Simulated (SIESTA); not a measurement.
## NaLa in SIESTA: the effect of functional

The system is NaLa.

```
La Na
1.0
     3.60625    0.00000    0.00000
    -1.80313    3.12310    0.00000
     0.00000    0.00000    6.48378
La Na
1 1
Direct
  0.00000 0.00000 0.50000
  0.66667 0.33333 0.00000
```

The cell comes from a database or a generator and needn't be the stable form of this composition.

Alike in all runs:

```yaml
Program: SIESTA 5.4.2
Task: single point
Basis: DZP (energy shift 0.003 Ry; two zetas on semicore shells)
Grid_cutoff: 800 Ry
Energy_shift: 0.003 Ry
k_mesh: 9 × 9 × 4
Occupations: fermi-dirac, width 0.05 eV
Spin: no spin polarisation
```

Problem. One run gave: pressure -1.4 GPa. Which functional did it use?
A. WC
B. AM05
C. PBEsol
D. LDA
E. PW91

Solution. D.

```tsv
functional	potentials or basis	pressure (GPa)
LDA	PseudoDojo 0.4 standard (PBE and LDA files)	-1.4
PBEsol	PseudoDojo 0.4 standard (PBEsol files)	-0.2
AM05	PseudoDojo 0.4 standard (PBEsol files)	0.1
WC	PseudoDojo 0.4 standard (PBEsol files)	-0.2
PW91	PseudoDojo 0.4 standard (PBE files)	0.7
revPBE	PseudoDojo 0.4 standard (PBE files)	1.6
RPBE	PseudoDojo 0.4 standard (PBE files)	1.8
BLYP	PseudoDojo 0.4 standard (PBE files)	1.6
```

Caveats: the basis of atomic orbitals isn't converged, which shifts pressures, moduli and gaps; the potentials were made for another functional, which shifts forces and pressure (some runs).

Runs at the PBE level aren't shown here.
